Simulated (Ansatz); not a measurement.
**TiH (doublet): from Hartree-Fock to the top rungs at distance Ti1–H2 = 1.612 Å, def2-TZVP**

The task here is to estimate one member of a computed series from the others.

The runs use Ansatz 0.2.0, Gaussian basis; def2-TZVP, core rule «outside noble gas», up to 9 orbitals frozen.

Plan: UHF; CCSD(T) on ROHF; CCSD(T) on UHF; CISD as a restricted active space (open shells left free, so some higher excitations enter); CCSDT(Q) on ROHF; CCSDT(Q) on UHF; CASSCF and MRCISD+Q, 3 electrons in 3 orbitals; CASSCF and NEVPT2, 3 electrons in 3 orbitals; Full CI.

50 further runs of the same task are left out: 33 for a known fault of the program, 10 that didn't finish, 7 set aside as unsound or not needed. Runs told in other sessions of the task aren't counted.

## What is computed

The geometry derives from a PBE0/def2-TZVP stationary point (not a proven minimum). One bond is set to the value named and the two fragments are kept rigid.

2 atoms, charge 0, spin multiplicity 2.

Atoms are counted from 1 here; the program's logs count them from 0.

Bond lengths: Ti1–H2 1.612 Å.

The first run:

in.yaml reads:

```yaml
crystal:
  periodic: [false, false, false]
  atoms:
    - {symbol: Ti, position_ang: [0.000000, 0.000000, 0.000000]}
    - {symbol: H, position_ang: [0.000000, 0.000000, 1.612000]}
basis:
  gaussian: {orbitals: def2-TZVP}
magnetization: {spin_polarized: true, initial_magnetization: 1}
hamiltonian: {xc: hf}
output: {orbitals: {seedname: orbitals}}
```

Command:

```
$ ansatz run in.yaml --threads 1 --pin off --events-out ev --progress --plain --max-ram 2393MiB
```

Among the steps run: UHF; CCSD(T) on ROHF; CCSD(T) on UHF; CISD as a restricted active space (open shells left free, so some higher excitations enter); CCSDT(Q) on ROHF; CCSDT(Q) on UHF; CASSCF and MRCISD+Q, 3 electrons in 3 orbitals; CASSCF and NEVPT2, 3 electrons in 3 orbitals; Full CI.

One table of the session follows, with a row left open; its other results are not shown here.

| method | from FCI (kJ/mol) |
| --- | --- |
| ROHF | +280.3 |
| RMP2 | +84.9 |
| CISD | +27.2 |
| RCCSD | +14.8 |
| RCCSD(T) | +4.5 |
| RCCSDT | +0.7 |
| RCCSDT(Q) | +0.1 |
| CASSCF pair | ? |
| NEVPT2 pair | +61.8 |
| MRCISD pair | +16.5 |
| MRCISD+Q pair | +1.4 |
| FCI | 0 |

Q: Estimate the row for CASSCF pair from the others.

The run gave: from FCI (kJ/mol): +204.0. In the column «from FCI (kJ/mol)» it lies between RMP2 (+84.9) and ROHF (+280.3).

Left out of the table: UHF, UMP2, UCCSD, UCCSD(T), UCCSDT, UCCSDT(Q) (another determinant or state than the rows shown). UCCSDT(Q) lies 0.18 eV below the table's zero, so the state tabled may not be the lowest.
